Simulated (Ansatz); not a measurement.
# ScB2P3: the cost of one run

Method: DFT PBE, scalar-relativistic, plane waves, PAW, in Ansatz 0.2.0.

2 further runs of the same task are left out: 1 that didn't finish, 1 set aside as unsound or not needed.

## 1. The structure to begin with

It takes space group P6mm (No. 183, hexagonal). The conventional cell has a = 5.236 Å, b = 5.236 Å, c = 3.678 Å, α = 90.00°, β = 90.00°, γ = 120.00°. Sc (site symmetry 6mm) is surrounded by 6 B at 3.04 Å and 12 P at 3.06 to 3.36 Å. B (site symmetry 3m) is surrounded by 6 P at 2.37 to 2.39 Å and 3 B at 3.02 Å and 3 Sc at 3.04 Å. Around P (site symmetry 2mm) lie 4 B at 2.37 to 2.39 Å and 4 P at 2.62 Å and 4 Sc at 3.06 to 3.36 Å.

Structure file:

```cif
data_structure
_symmetry_space_group_name_H-M 'P6mm'
_symmetry_Int_Tables_number 183
_cell_length_a 5.2364
_cell_length_b 5.2364
_cell_length_c 3.6779
_cell_angle_alpha 90.000
_cell_angle_beta 90.000
_cell_angle_gamma 120.000
_cell_volume 87.33
loop_
_atom_site_label
_atom_site_type_symbol
_atom_site_symmetry_multiplicity
_atom_site_Wyckoff_symbol
_atom_site_fract_x
_atom_site_fract_y
_atom_site_fract_z
_atom_site_occupancy
Sc1 Sc 1 a 0.00000 0.00000 0.88881 1
B1 B 2 b 0.66667 0.33333 0.96314 1
P1 P 3 c 0.50000 0.50000 0.45952 1
```

A structure generator made this guess: species swapped into a database cell of ErCo3Ge2 (P6mm, No. 183), with Sc on the Er sites, P on the Co sites and B on the Ge sites. Lengths come from tabulated atomic sizes and are only a guess.

## 2. Probe: one point on a coarse mesh

input.yaml reads:

```yaml
crystal:
  lattice:
    - [5.23635994, 0.0, 0.0]
    - [-2.61817997, 4.53482073, 0.0]
    - [0.0, 0.0, 3.67785979]
  atoms:
    - { symbol: Sc, position: [0.0, 0.0, 0.88881302] }
    - { symbol: B, position: [0.66666667, 0.33333333, 0.96313798] }
    - { symbol: B, position: [0.33333333, 0.66666667, 0.96313798] }
    - { symbol: P, position: [0.5, 0.5, 0.45951599] }
    - { symbol: P, position: [0.5, 0.0, 0.45951599] }
    - { symbol: P, position: [0.0, 0.5, 0.45951599] }
basis:
  ecutwfc: 420
kpoints:
  mp_grid: { grid: [6, 6, 6] }
hamiltonian:
  xc: pbe
scf:
  occupations: { method: gaussian, width: 0.1 }
  lower_state_search: "off"
output:
  forces: true
  stress: true
  eigenvalues: true
```

Run with:

```sh
> ansatz run input.yaml --threads 1 --pin off --max-ram 2560MiB --backend cpu --events-out ev --progress --plain --runs-dir out
```

What time and memory should one allow on 1 thread of Intel Xeon at 2.50GHz (Skylake/Cascade Lake), shared host?

About 10 s, with a peak of 0.36 GiB.
